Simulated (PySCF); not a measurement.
# C2H6BP: magnetic properties

What do calculations give for the magnetic properties of C2H6BP (`[BH3-][PH+]1C=C1`)?

Programs: PySCF 2.14.0, with routines of our own; each step states its level. All values are computed. Atoms count from 0.

## Step 1: The system as given

10 atoms, charge 0, multiplicity 1; geometry from: PBE0-D3(BJ)/def2-SVP.

## Step 2: Magnetic properties: GIAO LC-wPBE/aug-pcSseg-1

The job: settings as JSON, then the geometry in Å.

```
{"job": {"kind": "mag", "xc": "LC-wPBE", "basis": "aug-pcSseg-1"}, "charge": 0, "multiplicity": 1}
B     -1.687158     0.004999     0.342287
P      0.093243    -0.493565    -0.135139
C      1.394242     0.496712    -0.862107
C      1.648422     0.213272     0.397054
H     -2.331899    -0.283043    -0.656049
H     -1.926106    -0.720965     1.297169
H     -1.625049     1.195570     0.596573
H      0.340678    -1.849663    -0.489847
H      1.755857     1.053768    -1.726662
H      2.349939     0.391427     1.212330
```

Level: GIAO LC-wPBE/aug-pcSseg-1 magnetisability, rotational g tensor and spin-rotation constants, non-relativistic, gas phase.

Run with:

```console
OMP_NUM_THREADS=1 python excited_run.py task.json out
```

One launch serves the whole session: the jobs run in the order shown.

Output:

```text
coarse grid: 8608 points
cycle   1  E = -445.6477379071  dE =  6.645e-01  |g| = 3.166e-01  |ddm| = 3.825e+00
cycle   2  E = -445.6817470188  dE = -3.401e-02  |g| = 1.523e-01  |ddm| = 1.061e+00
cycle   3  E = -445.6883000819  dE = -6.553e-03  |g| = 3.524e-02  |ddm| = 2.750e-01
cycle   4  E = -445.6887726195  dE = -4.725e-04  |g| = 1.147e-02  |ddm| = 1.149e-01
cycle   5  E = -445.6888148221  dE = -4.220e-05  |g| = 3.541e-03  |ddm| = 3.533e-02
cycle   6  E = -445.6888200317  dE = -5.210e-06  |g| = 7.442e-04  |ddm| = 1.027e-02
final grid: 77784 points
cycle   7  E = -445.7221256567  dE = -3.391e-05  |g| = 5.568e-03  |ddm| = 1.134e-01
cycle   8  E = -445.7221282265  dE = -2.570e-06  |g| = 3.248e-03  |ddm| = 1.261e-02
cycle   9  E = -445.7221298484  dE = -1.622e-06  |g| = 3.243e-04  |ddm| = 4.837e-03
cycle  10  E = -445.7221298885  dE = -4.013e-08  |g| = 1.367e-04  |ddm| = 8.953e-04
cycle  11  E = -445.7221298966  dE = -8.015e-09  |g| = 2.740e-05  |ddm| = 4.606e-04
cycle  12  E = -445.7221298971  dE = -5.241e-10  |g| = 1.129e-05  |ddm| = 1.279e-04
converged SCF energy = -445.7221298971

Magnetisability tensor (1e-30 J/T^2)
     -821.29      151.43       70.77
      151.43     -956.12     -101.46
       70.77     -101.46     -678.63
isotropic -818.68   principal values   -1091.49   -723.13   -641.42
isotropic susceptibility -49.302 1e-6 cm^3/mol

Inertial axes            a          b          c
rot. const./GHz     15.9712     4.1311     4.0377
chi total           -47.494    -38.630    -61.782
chi diamagnetic    -152.554   -376.389   -381.468
chi paramagnetic    105.060    337.760    319.686
quadrupole/D A       -6.464      5.214      1.251
g nuclear            0.7078     0.6041     0.6046
g electronic        -0.7883    -0.6555    -0.6064
g total             -0.0804    -0.0514    -0.0019

Spin-rotation constants (kHz, H = +C I.J)
atom  isotope        aa         bb         cc
  0    11B        1.855      0.516      0.323
  1    31P       20.165      6.748      1.724
  4     1H       -0.918     -0.098     -0.341
  5     1H       -0.928     -0.101     -0.336
  6     1H       -1.325     -0.437      0.016
  7     1H       -1.556     -0.365      0.101
  8     1H       -0.411      0.113     -0.350
  9     1H       -0.420      0.125     -0.360
  2    13C*       7.462      1.414      0.643
* in the singly substituted isotopologue
```

Run time: 24 s. Hardware: 1 thread of Arm Neoverse V1, shared host; peak memory 0.66 GiB.

Key values:

| quantity | value |
| --- | --- |
| magnetisability | -819·10⁻³⁰ J/T² |
| molar susceptibility | -49.3·10⁻⁶ cm³/mol |
| rotational g (a, b, c) | -0.0804, -0.0514, -0.0019 |

The fields below are evaluated on a grid from the run's orbitals.

Frontier orbitals at LC-wPBE/aug-pcSseg-1, with the share of their density that lies nearest to each atom:

| orbital | energy (eV) | lies on |
| --- | --- | --- |
| HOMO | -10.78 | H4, H5 about 27 % each; B0 13 %; C2, C3 about 8 % each |
| LUMO | 0.57 | H8, H9 about 36 % each; H7 15 % |

ELF in a plane through or near 6 of the atoms.

Ten even steps from ' ' (0.00) to '@' (1.00):
```
                                                        
                                                        
                                                        
            ..--::                                      
          ++@@@@%%++..              --++**++::          
        --%%@@@@@@%%++::....      --##@@@@@@%%==        
        ==%%@@@@@@@@##**++==::..  ++@@@@@@@@@@%%..      
        ..==%%@@##----%%%%****==--++@@@@@@@@@@%%..      
          ..==**..%%::%%%%++**%%##==++##@@@@##==        
          ..==##%%##**++==..::%%%%  ==--==++--..        
          ..==##%%##**++==..::@@%%..++::==++--..        
          ..==**..@@--%%%%++**%%**==++%%@@@@##==        
        ..==%%@@##--==%%%%**++==--++@@@@@@@@@@%%..      
        --%%@@@@@@@@##**++--::..  ++@@@@@@@@@@%%..      
        --%%@@@@@@%%++::....      --##@@@@@@%%==        
          ==@@@@%%**..              --++##**::          
            ..--::                                      
                                                        
                                                        
                                                        
```
The map spans 9.6 Å across and 8.3 Å up, centred on the molecule. Atoms in the plane (x, y in Å): B0 (1.7, 0.0), C2 (-1.6, 0.7), C3 (-1.6, -0.7), H4 (2.2, 1.0), H8 (-2.2, 1.5), H9 (-2.1, -1.5).

On the surface of density 0.002 e/bohr³ the electrostatic potential runs, from the 1st to the 99th percentile, from -1.40 to 1.82 V.

## Step 3: Magnetic properties: GIAO KT2/aug-pcSseg-1

Settings changed since step 2:

```diff
@@ -1,2 +1,2 @@
-{"job": {"kind": "mag", "xc": "LC-wPBE", "basis": "aug-pcSseg-1"}, "charge": 0, "multiplicity": 1}
+{"job": {"kind": "mag", "xc": "KT2", "basis": "aug-pcSseg-1"}, "charge": 0, "multiplicity": 1}
 B     -1.687158     0.004999     0.342287
```

Level: GIAO KT2/aug-pcSseg-1 magnetisability, rotational g tensor and spin-rotation constants, non-relativistic, gas phase.

Output:

```text
coarse grid: 8608 points
cycle   1  E = -450.5383814949  dE =  4.039e-01  |g| = 4.529e-01  |ddm| = 4.022e+00
cycle   2  E = -450.4708478451  dE =  6.753e-02  |g| = 5.991e-01  |ddm| = 2.398e+00
cycle   3  E = -450.6123521325  dE = -1.415e-01  |g| = 6.816e-02  |ddm| = 1.523e+00
cycle   4  E = -450.6137452318  dE = -1.393e-03  |g| = 2.720e-02  |ddm| = 2.151e-01
cycle   5  E = -450.6139336702  dE = -1.884e-04  |g| = 1.099e-02  |ddm| = 7.564e-02
cycle   6  E = -450.6139754105  dE = -4.174e-05  |g| = 2.360e-03  |ddm| = 3.512e-02
cycle   7  E = -450.6139770075  dE = -1.597e-06  |g| = 8.877e-04  |ddm| = 5.884e-03
final grid: 77784 points
cycle   8  E = -450.6396989260  dE = -7.361e-05  |g| = 1.701e-02  |ddm| = 1.762e-01
cycle   9  E = -450.6395521275  dE =  1.468e-04  |g| = 2.697e-02  |ddm| = 7.624e-02
cycle  10  E = -450.6397557092  dE = -2.036e-04  |g| = 4.312e-03  |ddm| = 6.148e-02
cycle  11  E = -450.6397611951  dE = -5.486e-06  |g| = 1.556e-03  |ddm| = 1.099e-02
cycle  12  E = -450.6397618446  dE = -6.495e-07  |g| = 5.308e-04  |ddm| = 2.972e-03
cycle  13  E = -450.6397619280  dE = -8.342e-08  |g| = 6.736e-05  |ddm| = 9.765e-04
cycle  14  E = -450.6397619296  dE = -1.628e-09  |g| = 1.730e-05  |ddm| = 2.186e-04
cycle  15  E = -450.6397619297  dE = -9.118e-11  |g| = 3.275e-06  |ddm| = 5.287e-05
converged SCF energy = -450.6397619297

Magnetisability tensor (1e-30 J/T^2)
     -808.51      137.01       70.87
      137.01     -926.72      -98.50
       70.87      -98.50     -648.71
isotropic -794.65   principal values   -1053.17   -718.62   -612.14
isotropic susceptibility -47.855 1e-6 cm^3/mol

Inertial axes            a          b          c
rot. const./GHz     15.9712     4.1311     4.0377
chi total           -46.965    -36.867    -59.733
chi diamagnetic    -152.972   -375.904   -380.913
chi paramagnetic    106.008    339.037    321.180
quadrupole/D A       -5.402      4.742      0.660
g nuclear            0.7078     0.6041     0.6046
g electronic        -0.7954    -0.6580    -0.6092
g total             -0.0876    -0.0538    -0.0047

Spin-rotation constants (kHz, H = +C I.J)
atom  isotope        aa         bb         cc
  0    11B        1.986      0.570      0.348
  1    31P       20.352      6.645      1.911
  4     1H       -0.909     -0.081     -0.339
  5     1H       -0.920     -0.084     -0.333
  6     1H       -1.308     -0.437      0.028
  7     1H       -1.518     -0.344      0.123
  8     1H       -0.457      0.135     -0.365
  9     1H       -0.466      0.146     -0.374
  2    13C*       6.815      1.393      0.665
* in the singly substituted isotopologue
```

It took 18 s on 1 thread of Arm Neoverse V1, shared host; peak memory 0.57 GiB.

In short:

| quantity | value |
| --- | --- |
| magnetisability | -795·10⁻³⁰ J/T² |
| molar susceptibility | -47.9·10⁻⁶ cm³/mol |
| rotational g (a, b, c) | -0.0876, -0.0538, -0.0047 |

## Step 4: Magnetic properties: GIAO PBE/aug-pcSseg-1

Settings changed since step 3:

```diff
@@ -1,2 +1,2 @@
-{"job": {"kind": "mag", "xc": "KT2", "basis": "aug-pcSseg-1"}, "charge": 0, "multiplicity": 1}
+{"job": {"kind": "mag", "xc": "PBE", "basis": "aug-pcSseg-1"}, "charge": 0, "multiplicity": 1}
 B     -1.687158     0.004999     0.342287
```

With the program's defaults for keys left out, this is: GIAO PBE/aug-pcSseg-1 magnetisability, rotational g tensor and spin-rotation constants, non-relativistic, gas phase.

Output:

```text
coarse grid: 8608 points
cycle   1  E = -445.4678516720  dE =  3.885e-01  |g| = 5.232e-01  |ddm| = 4.010e+00
cycle   2  E = -445.3689152533  dE =  9.894e-02  |g| = 7.144e-01  |ddm| = 2.424e+00
cycle   3  E = -445.5570905153  dE = -1.882e-01  |g| = 7.082e-02  |ddm| = 1.602e+00
cycle   4  E = -445.5588066037  dE = -1.716e-03  |g| = 2.813e-02  |ddm| = 2.711e-01
cycle   5  E = -445.5590460544  dE = -2.395e-04  |g| = 7.644e-03  |ddm| = 9.366e-02
cycle   6  E = -445.5590593460  dE = -1.329e-05  |g| = 3.291e-03  |ddm| = 1.782e-02
cycle   7  E = -445.5590619392  dE = -2.593e-06  |g| = 1.380e-03  |ddm| = 6.728e-03
final grid: 77784 points
cycle   8  E = -445.5928010369  dE = -1.708e-05  |g| = 9.895e-03  |ddm| = 1.092e-01
cycle   9  E = -445.5927354332  dE =  6.560e-05  |g| = 1.817e-02  |ddm| = 4.376e-02
cycle  10  E = -445.5928237786  dE = -8.835e-05  |g| = 4.106e-03  |ddm| = 3.323e-02
cycle  11  E = -445.5928283480  dE = -4.569e-06  |g| = 7.985e-04  |ddm| = 6.275e-03
cycle  12  E = -445.5928285365  dE = -1.885e-07  |g| = 2.026e-04  |ddm| = 1.998e-03
cycle  13  E = -445.5928285498  dE = -1.323e-08  |g| = 4.940e-05  |ddm| = 4.909e-04
cycle  14  E = -445.5928285507  dE = -9.527e-10  |g| = 1.124e-05  |ddm| = 1.530e-04
converged SCF energy = -445.5928285507

Magnetisability tensor (1e-30 J/T^2)
     -809.97      144.98       72.68
      144.98     -934.07     -101.46
       72.68     -101.46     -651.13
isotropic -798.39   principal values   -1067.11   -714.53   -613.53
isotropic susceptibility -48.080 1e-6 cm^3/mol

Inertial axes            a          b          c
rot. const./GHz     15.9712     4.1311     4.0377
chi total           -46.932    -36.950    -60.358
chi diamagnetic    -153.265   -376.388   -381.520
chi paramagnetic    106.333    339.438    321.162
quadrupole/D A       -5.688      4.781      0.907
g nuclear            0.7078     0.6041     0.6046
g electronic        -0.7978    -0.6588    -0.6092
g total             -0.0900    -0.0546    -0.0046

Spin-rotation constants (kHz, H = +C I.J)
atom  isotope        aa         bb         cc
  0    11B        2.048      0.586      0.360
  1    31P       21.370      6.973      2.026
  4     1H       -0.920     -0.084     -0.343
  5     1H       -0.930     -0.087     -0.337
  6     1H       -1.327     -0.441      0.026
  7     1H       -1.527     -0.350      0.122
  8     1H       -0.455      0.140     -0.367
  9     1H       -0.464      0.152     -0.377
  2    13C*       7.214      1.484      0.699
* in the singly substituted isotopologue
```

It took 17 s on 1 thread of Arm Neoverse V1, shared host; peak memory 0.57 GiB.

In short:

| quantity | value |
| --- | --- |
| magnetisability | -798·10⁻³⁰ J/T² |
| molar susceptibility | -48.1·10⁻⁶ cm³/mol |
| rotational g (a, b, c) | -0.0900, -0.0546, -0.0046 |

## Step 5: Magnetic properties: GIAO B97-D/aug-pcSseg-1

Settings changed since step 4:

```diff
@@ -1,2 +1,2 @@
-{"job": {"kind": "mag", "xc": "PBE", "basis": "aug-pcSseg-1"}, "charge": 0, "multiplicity": 1}
+{"job": {"kind": "mag", "xc": "B97-D", "basis": "aug-pcSseg-1"}, "charge": 0, "multiplicity": 1}
 B     -1.687158     0.004999     0.342287
```

Method: GIAO B97-D/aug-pcSseg-1 magnetisability, rotational g tensor and spin-rotation constants, non-relativistic, gas phase.

Output:

```text
coarse grid: 8608 points
cycle   1  E = -445.7287932897  dE =  3.741e-01  |g| = 4.639e-01  |ddm| = 4.051e+00
cycle   2  E = -445.6616923211  dE =  6.710e-02  |g| = 6.148e-01  |ddm| = 2.284e+00
cycle   3  E = -445.8045087352  dE = -1.428e-01  |g| = 5.814e-02  |ddm| = 1.420e+00
cycle   4  E = -445.8056033082  dE = -1.095e-03  |g| = 2.268e-02  |ddm| = 2.236e-01
cycle   5  E = -445.8057608760  dE = -1.576e-04  |g| = 5.340e-03  |ddm| = 7.475e-02
cycle   6  E = -445.8057681522  dE = -7.276e-06  |g| = 2.394e-03  |ddm| = 1.444e-02
final grid: 77784 points
cycle   7  E = -445.8253936922  dE = -4.162e-05  |g| = 9.327e-03  |ddm| = 1.066e-01
cycle   8  E = -445.8253021877  dE =  9.150e-05  |g| = 2.002e-02  |ddm| = 4.116e-02
cycle   9  E = -445.8254118595  dE = -1.097e-04  |g| = 3.232e-03  |ddm| = 3.275e-02
cycle  10  E = -445.8254141105  dE = -2.251e-06  |g| = 1.335e-03  |ddm| = 6.085e-03
cycle  11  E = -445.8254146515  dE = -5.410e-07  |g| = 1.820e-04  |ddm| = 2.979e-03
cycle  12  E = -445.8254146638  dE = -1.228e-08  |g| = 2.126e-05  |ddm| = 5.884e-04
cycle  13  E = -445.8254146639  dE = -1.014e-10  |g| = 9.916e-06  |ddm| = 7.661e-05
converged SCF energy = -445.8254146639

Magnetisability tensor (1e-30 J/T^2)
     -799.62      140.46       70.62
      140.46     -924.72      -99.62
       70.62      -99.62     -645.08
isotropic -789.81   principal values   -1052.47   -708.63   -608.32
isotropic susceptibility -47.563 1e-6 cm^3/mol

Inertial axes            a          b          c
rot. const./GHz     15.9712     4.1311     4.0377
chi total           -46.373    -36.636    -59.681
chi diamagnetic    -153.181   -376.448   -381.528
chi paramagnetic    106.808    339.812    321.847
quadrupole/D A       -5.822      4.892      0.930
g nuclear            0.7078     0.6041     0.6046
g electronic        -0.8014    -0.6595    -0.6105
g total             -0.0936    -0.0553    -0.0060

Spin-rotation constants (kHz, H = +C I.J)
atom  isotope        aa         bb         cc
  0    11B        2.095      0.587      0.372
  1    31P       21.372      6.958      2.037
  4     1H       -0.919     -0.083     -0.344
  5     1H       -0.930     -0.086     -0.339
  6     1H       -1.336     -0.443      0.031
  7     1H       -1.535     -0.354      0.121
  8     1H       -0.468      0.136     -0.370
  9     1H       -0.478      0.148     -0.379
  2    13C*       7.055      1.451      0.691
* in the singly substituted isotopologue
```

It took 17 s on 1 thread of Arm Neoverse V1, shared host; peak memory 0.57 GiB.

From this job:

| quantity | value |
| --- | --- |
| magnetisability | -790·10⁻³⁰ J/T² |
| molar susceptibility | -47.6·10⁻⁶ cm³/mol |
| rotational g (a, b, c) | -0.0936, -0.0553, -0.0060 |

## Step 6: Magnetic properties: GIAO HF/aug-pcSseg-1

Settings changed since step 5:

```diff
@@ -1,2 +1,2 @@
-{"job": {"kind": "mag", "xc": "B97-D", "basis": "aug-pcSseg-1"}, "charge": 0, "multiplicity": 1}
+{"job": {"kind": "mag", "xc": "HF", "basis": "aug-pcSseg-1"}, "charge": 0, "multiplicity": 1}
 B     -1.687158     0.004999     0.342287
```

Level: GIAO HF/aug-pcSseg-1 magnetisability, rotational g tensor and spin-rotation constants, non-relativistic, gas phase.

Output:

```text
final grid: 77784 points
cycle   1  E = -444.4288220516  dE =  8.508e-01  |g| = 3.943e-01  |ddm| = 3.882e+00
cycle   2  E = -444.4893851959  dE = -6.056e-02  |g| = 1.559e-01  |ddm| = 1.112e+00
cycle   3  E = -444.4969015118  dE = -7.516e-03  |g| = 5.092e-02  |ddm| = 3.479e-01
cycle   4  E = -444.4980840865  dE = -1.183e-03  |g| = 1.030e-02  |ddm| = 1.637e-01
cycle   5  E = -444.4981391116  dE = -5.503e-05  |g| = 3.210e-03  |ddm| = 3.817e-02
cycle   6  E = -444.4981469586  dE = -7.847e-06  |g| = 1.085e-03  |ddm| = 1.390e-02
cycle   7  E = -444.4981480604  dE = -1.102e-06  |g| = 2.343e-04  |ddm| = 6.630e-03
cycle   8  E = -444.4981481158  dE = -5.544e-08  |g| = 5.535e-05  |ddm| = 1.629e-03
cycle   9  E = -444.4981481183  dE = -2.448e-09  |g| = 1.593e-05  |ddm| = 3.089e-04
cycle  10  E = -444.4981481184  dE = -1.912e-10  |g| = 5.638e-06  |ddm| = 8.629e-05
converged SCF energy = -444.4981481184

Magnetisability tensor (1e-30 J/T^2)
     -820.11      145.24       66.85
      145.24     -961.90      -98.98
       66.85      -98.98     -688.47
isotropic -823.50   principal values   -1088.27   -729.61   -652.62
isotropic susceptibility -49.592 1e-6 cm^3/mol

Inertial axes            a          b          c
rot. const./GHz     15.9712     4.1311     4.0377
chi total           -47.508    -39.304    -61.964
chi diamagnetic    -153.881   -378.431   -383.067
chi paramagnetic    106.373    339.127    321.103
quadrupole/D A       -7.023      5.869      1.154
g nuclear            0.7078     0.6041     0.6046
g electronic        -0.7981    -0.6582    -0.6091
g total             -0.0903    -0.0540    -0.0045

Spin-rotation constants (kHz, H = +C I.J)
atom  isotope        aa         bb         cc
  0    11B        1.824      0.489      0.313
  1    31P       18.745      6.591      1.552
  4     1H       -0.920     -0.104     -0.350
  5     1H       -0.931     -0.107     -0.344
  6     1H       -1.351     -0.447      0.019
  7     1H       -1.589     -0.374      0.097
  8     1H       -0.387      0.097     -0.346
  9     1H       -0.397      0.109     -0.356
  2    13C*       7.517      1.308      0.596
* in the singly substituted isotopologue
```

It took 5.6 s on 1 thread of Arm Neoverse V1, shared host; peak memory 0.75 GiB.

Key values:

| quantity | value |
| --- | --- |
| magnetisability | -824·10⁻³⁰ J/T² |
| molar susceptibility | -49.6·10⁻⁶ cm³/mol |
| rotational g (a, b, c) | -0.0903, -0.0540, -0.0045 |

## Step 7: Magnetic properties: GIAO PW91/aug-pcSseg-1

Settings changed since step 6:

```diff
@@ -1,2 +1,2 @@
-{"job": {"kind": "mag", "xc": "HF", "basis": "aug-pcSseg-1"}, "charge": 0, "multiplicity": 1}
+{"job": {"kind": "mag", "xc": "PW91", "basis": "aug-pcSseg-1"}, "charge": 0, "multiplicity": 1}
 B     -1.687158     0.004999     0.342287
```

With the program's defaults for keys left out, this is: GIAO PW91/aug-pcSseg-1 magnetisability, rotational g tensor and spin-rotation constants, non-relativistic, gas phase.

Output:

```text
coarse grid: 8608 points
cycle   1  E = -445.7166232991  dE =  3.875e-01  |g| = 5.216e-01  |ddm| = 4.010e+00
cycle   2  E = -445.6155174576  dE =  1.011e-01  |g| = 7.176e-01  |ddm| = 2.336e+00
cycle   3  E = -445.8060328292  dE = -1.905e-01  |g| = 6.849e-02  |ddm| = 1.550e+00
cycle   4  E = -445.8076208249  dE = -1.588e-03  |g| = 2.825e-02  |ddm| = 2.646e-01
cycle   5  E = -445.8078655026  dE = -2.447e-04  |g| = 7.925e-03  |ddm| = 1.040e-01
cycle   6  E = -445.8078800917  dE = -1.459e-05  |g| = 3.333e-03  |ddm| = 1.781e-02
cycle   7  E = -445.8078828619  dE = -2.770e-06  |g| = 1.317e-03  |ddm| = 6.956e-03
final grid: 77784 points
cycle   8  E = -445.8417319659  dE = -2.573e-05  |g| = 7.475e-03  |ddm| = 1.261e-01
cycle   9  E = -445.8416891102  dE =  4.286e-05  |g| = 1.447e-02  |ddm| = 3.387e-02
cycle  10  E = -445.8417442733  dE = -5.516e-05  |g| = 3.285e-03  |ddm| = 2.507e-02
cycle  11  E = -445.8417471256  dE = -2.852e-06  |g| = 6.581e-04  |ddm| = 4.868e-03
cycle  12  E = -445.8417472551  dE = -1.294e-07  |g| = 1.703e-04  |ddm| = 1.594e-03
cycle  13  E = -445.8417472648  dE = -9.716e-09  |g| = 3.847e-05  |ddm| = 4.039e-04
cycle  14  E = -445.8417472654  dE = -5.608e-10  |g| = 1.052e-05  |ddm| = 1.214e-04
converged SCF energy = -445.8417472654

Magnetisability tensor (1e-30 J/T^2)
     -808.50      144.45       72.57
      144.45     -932.30     -101.30
       72.57     -101.30     -649.55
isotropic -796.78   principal values   -1064.88   -713.45   -612.01
isotropic susceptibility -47.983 1e-6 cm^3/mol

Inertial axes            a          b          c
rot. const./GHz     15.9712     4.1311     4.0377
chi total           -46.851    -36.859    -60.240
chi diamagnetic    -153.286   -376.412   -381.546
chi paramagnetic    106.434    339.553    321.306
quadrupole/D A       -5.693      4.781      0.911
g nuclear            0.7078     0.6041     0.6046
g electronic        -0.7986    -0.6590    -0.6095
g total             -0.0907    -0.0548    -0.0049

Spin-rotation constants (kHz, H = +C I.J)
atom  isotope        aa         bb         cc
  0    11B        2.071      0.595      0.368
  1    31P       21.568      7.030      2.052
  4     1H       -0.918     -0.083     -0.342
  5     1H       -0.929     -0.086     -0.336
  6     1H       -1.326     -0.441      0.027
  7     1H       -1.527     -0.350      0.122
  8     1H       -0.457      0.140     -0.367
  9     1H       -0.466      0.152     -0.377
  2    13C*       7.253      1.493      0.705
* in the singly substituted isotopologue
```

It took 18 s on 1 thread of Arm Neoverse V1, shared host; peak memory 0.57 GiB.

In short:

| quantity | value |
| --- | --- |
| magnetisability | -797·10⁻³⁰ J/T² |
| molar susceptibility | -48.0·10⁻⁶ cm³/mol |
| rotational g (a, b, c) | -0.0907, -0.0548, -0.0049 |

## Step 8: Magnetic properties side by side

| level | ξ (10⁻³⁰ J/T²) | g(a) | g(b) | gap (eV) | functions | time |
| --- | --- | --- | --- | --- | --- | --- |
| GIAO LC-wPBE/aug-pcSseg-1 | -819 | -0.0804 | -0.0514 | 11.35 | 165 | 24 s |
| GIAO KT2/aug-pcSseg-1 | -795 | -0.0876 | -0.0538 | 4.63 | 165 | 18 s |
| GIAO PBE/aug-pcSseg-1 | -798 | -0.0900 | -0.0546 | 4.50 | 165 | 17 s |
| GIAO B97-D/aug-pcSseg-1 | -790 | -0.0936 | -0.0553 | 4.62 | 165 | 17 s |
| GIAO HF/aug-pcSseg-1 | -824 | -0.0903 | -0.0540 | 11.33 | 165 | 5.6 s |
| GIAO PW91/aug-pcSseg-1 | -797 | -0.0907 | -0.0548 | 4.50 | 165 | 18 s |

## Step 9: What came out

| quantity | value |
| --- | --- |
| magnetisability (step 2, GIAO LC-wPBE/aug-pcSseg-1) | -819·10⁻³⁰ J/T² |
| molar susceptibility (step 2, GIAO LC-wPBE/aug-pcSseg-1) | -49.3·10⁻⁶ cm³/mol |
| rotational g (a, b, c) (step 2, GIAO LC-wPBE/aug-pcSseg-1) | -0.0804, -0.0514, -0.0019 |
| surface potential, 1st and 99th percentile | -1.40 V and 1.82 V |
| magnetisability over the levels | -824 to -790·10⁻³⁰ J/T² |

In words: The magnetisability spreads by 4.2 % over 6 levels, from GIAO HF/aug-pcSseg-1 (5.6 s) to GIAO B97-D/aug-pcSseg-1 (17 s); the runs took 5.6 s to 24 s. Vibrational averaging and real surroundings are missing from these values.
